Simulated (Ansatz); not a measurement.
What does this script print? It uses the Ansatz DFT code, driven from Python.

`run_dfpt.py`
```python
"""Zone-centre and zone-boundary phonons of Ti by linear response."""

from pathlib import Path
import warnings

import ansatz
import numpy as np

warnings.simplefilter("ignore", ansatz.DeckWarning)

cell = (
    ansatz.Lattice.of((-1.641, 1.641, 1.641), (1.641, -1.641, 1.641), (1.641, 1.641, -1.641))
    .atom("Ti", (0.0, 0.0, 0.0))
)

base = (
    cell.calculation()
    .occupations("fermi_dirac")
    .mixing("anderson")
    .functional(ansatz.Functional.LDA)
    .eigensolver("auto")
    .kpoints(14, 14, 14)
    .phonons("dfpt", points=[(0, 0, 0), (0.5, 0, 0), (0.5, 0.5, 0.5)])
)
res = base.run(runs_dir="runs")
ph = res.phonons

for q in ph.qpoints:
    print("q =", np.round(q.q_frac, 3), "1/cm:", " ".join(f"{w:.1f}" for w in q.omega_inv_cm))
```

Output of `python run_dfpt.py`:
```text
q = [0. 0. 0.] 1/cm: -0.0 -0.0 -0.0
q = [0.5 0.  0. ] 1/cm: -141.5 104.9 158.9
q = [0.5 0.5 0.5] 1/cm: 189.1 189.1 189.1
```

Caveats:
- The settings weren't tested for convergence.
- The cell isn't relaxed first, so the values belong to this volume.
- A negative frequency stands for an imaginary mode.
- This isn't the structure that Ti takes at ambient conditions.
- The structure is taken as given; imaginary modes can come from an unrelaxed or unstable start. Phonons of metals also depend on mesh and smearing.
- Wall time of the script: 23 s on 1 thread of Arm Neoverse V2, with other jobs on the host, peak memory 0.67 GiB.
